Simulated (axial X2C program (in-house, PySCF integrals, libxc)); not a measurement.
**A two-component session on YH⁺: properties at the nuclei**

Wanted for YH⁺: properties at the nuclei, at the two-component level.

Computed with an in-house X2C program for linear molecules on PySCF integrals. Level: two-component X2C with atomic mean-field terms, Y dyall-cv3z, H dyall-v3z.

All values are calculated.

**1. Set-up**

File task.json:

```json
{"zs": [39, 1], "q": 1, "bas": ["dyall-cv3z", "dyall-v3z"], "r0": 1.95, "levels": ["PBE0", "HF", "PBE50", "r2SCAN", "TPSSh"], "nst": 3}
```

Keys: zs atomic numbers; q charge; bas basis sets; r0 starting distance in Å; levels methods (HF also brings MP2); nst determinants followed.

On the command line:

```console
python soeom.py task.json out
```

Nuclei are Gaussian, cores are contracted, and the Gaunt term is on.

**2. Expectation values, lowest determinant**

R = 1.860 Å. State: Ω = 1/2 (excess of +ω over −ω: ω = 1/2).

Output of the PBE0 run:

```text
two-component X2C + atomic mean field  PBE0
basis functions 178  fitting functions 831  grid points 5070
iter        total energy     max residual
   1      -3383.741254912     7.02e-05
   2      -3383.741254930     5.81e-05
   3      -3383.741254945     5.58e-06
   4      -3383.741254945     3.42e-06
converged
one-electron -4685.04836825  Coulomb 1401.92178534  exact exchange -27.13988077  xc functional -83.11008855  nuclear repulsion 11.09565120  atomic mean-field constant -1.46035391
```

The highest occupied spinor is 60% Y s, 33% Y d, 4% H s.

```
 level  Eeff magnitude (GV/cm)  Ws magnitude Y (kHz)  A∥/gI Y (MHz)  qzz Y (a.u.)  A∥/gI H (MHz)  qzz H (a.u.)
  PBE0                    1.16                  1.04           3420         -1.93          -2.34          0.06
    HF                    1.96                  1.75           3320         -2.20          -3.48          0.07
 PBE50                    1.17                  1.04           3410         -2.01          -4.07          0.06
r2SCAN                    1.09                 0.971           3580         -1.98          -2.79          0.06
 TPSSh                   0.937                 0.833           3350         -1.95          -1.32          0.06
```

Eeff is the effective electric field on the electron dipole moment in this Ω state and Ws the scalar–pseudoscalar constant (defined with the proton number Z and per Ω); A∥ is the parallel hyperfine constant, which follows by multiplying with the nuclear g factor gI = μI/(I μN); qzz is the electric field gradient, eQq0 = 234.96 MHz × Q/barn × qzz. The operators were transformed with the bare-nucleus X2C matrices.

**3. Expectation values, a higher determinant**

R = 1.860 Å. State: Ω = 3/2 (excess of +ω over −ω: ω = 3/2), 0.42 eV above the lowest in the PBE0 search for states (made at or near this distance, with looser thresholds).

Output of the PBE0 run:

```text
two-component X2C + atomic mean field  PBE0
basis functions 178  fitting functions 831  grid points 5070
iter        total energy     max residual
   1      -3383.725753664     1.69e-05
   2      -3383.725753664     2.58e-06
converged
one-electron -4687.64568233  Coulomb 1404.63186309  exact exchange -27.16433699  xc functional -83.18289471  nuclear repulsion 11.09565120  atomic mean-field constant -1.46035391
```

The highest occupied spinor is 100% Y d.

```
 level  Eeff magnitude (GV/cm)  Ws magnitude Y (kHz)  A∥/gI Y (MHz)  qzz Y (a.u.)  A∥/gI H (MHz)  qzz H (a.u.)
  PBE0                   0.111                0.0321            388         -0.17           2.91          0.07
    HF                   0.168                0.0466            377         -0.18              3          0.08
 PBE50                   0.138                0.0397            391         -0.14           2.79          0.07
r2SCAN                   0.172                  0.05            409         -0.16           3.82          0.06
 TPSSh                   0.136                0.0399            425         -0.23           2.45          0.07
```

**4. Expectation values, a higher determinant**

R = 1.860 Å. State: Ω = 5/2 (excess of +ω over −ω: ω = 5/2), 0.49 eV above the lowest in the PBE0 search for states (made at or near this distance, with looser thresholds).

Output of the PBE0 run:

```text
two-component X2C + atomic mean field  PBE0
basis functions 178  fitting functions 831  grid points 5070
iter        total energy     max residual
   1      -3383.723327187     8.40e-05
   2      -3383.723327189     2.47e-05
   3      -3383.723327192     4.60e-06
converged
one-electron -4687.58509749  Coulomb 1404.57183822  exact exchange -27.16405061  xc functional -83.18131459  nuclear repulsion 11.09565120  atomic mean-field constant -1.46035391
```

The highest occupied spinor is 100% Y d.

```
 level  Eeff magnitude (GV/cm)  Ws magnitude Y (kHz)  A∥/gI Y (MHz)  qzz Y (a.u.)  A∥/gI H (MHz)  qzz H (a.u.)
  PBE0                  0.0942                0.0172           35.2         -0.19          0.832          0.07
    HF                  0.0881                0.0152          -17.9         -0.18          0.696          0.08
 PBE50                   0.106                0.0191           20.3         -0.15          0.899          0.07
r2SCAN                   0.168                0.0297           41.5         -0.19          0.298          0.06
 TPSSh                   0.126                 0.023           27.6         -0.26           1.11          0.07
```

**5. What came out**

| quantity | value |
| --- | --- |
| lowest determinant | Ω = 1/2 (excess of +ω over −ω: ω = 1/2) |
| Eeff magnitude (GV/cm), PBE0 | 1.16 |
| Ws magnitude Y (kHz), PBE0 | 1.04 |
| A∥/gI Y (MHz), PBE0 | 3420 |
| qzz Y (a.u.), PBE0 | -1.93 |
| higher determinant | Ω = 3/2 (excess of +ω over −ω: ω = 3/2) |
| Eeff magnitude (GV/cm), PBE0, higher determinant | 0.111 |
| Ws magnitude Y (kHz), PBE0, higher determinant | 0.0321 |
| A∥/gI Y (MHz), PBE0, higher determinant | 388 |
| qzz Y (a.u.), PBE0, higher determinant | -0.17 |
| higher determinant | Ω = 5/2 (excess of +ω over −ω: ω = 5/2) |
| Eeff magnitude (GV/cm), PBE0, higher determinant | 0.0942 |
| Ws magnitude Y (kHz), PBE0, higher determinant | 0.0172 |
| A∥/gI Y (MHz), PBE0, higher determinant | 35.2 |
| qzz Y (a.u.), PBE0, higher determinant | -0.19 |

What this shows: In the first state, the effective field runs from 0.937 to 1.96 GV/cm over the mean-field levels, so the levels don't agree on it. The expectation values come from single determinants, which for open shells can mix terms of unlike spin or miss the lowest Ω, so a determinant need not be a state. Eeff is the effective electric field on the electron dipole moment in this Ω state and Ws the scalar–pseudoscalar constant (defined with the proton number Z and per Ω); A∥ is the parallel hyperfine constant, which follows by multiplying with the nuclear g factor gI = μI/(I μN); qzz is the electric field gradient, eQq0 = 234.96 MHz × Q/barn × qzz. The operators were transformed with the bare-nucleus X2C matrices.
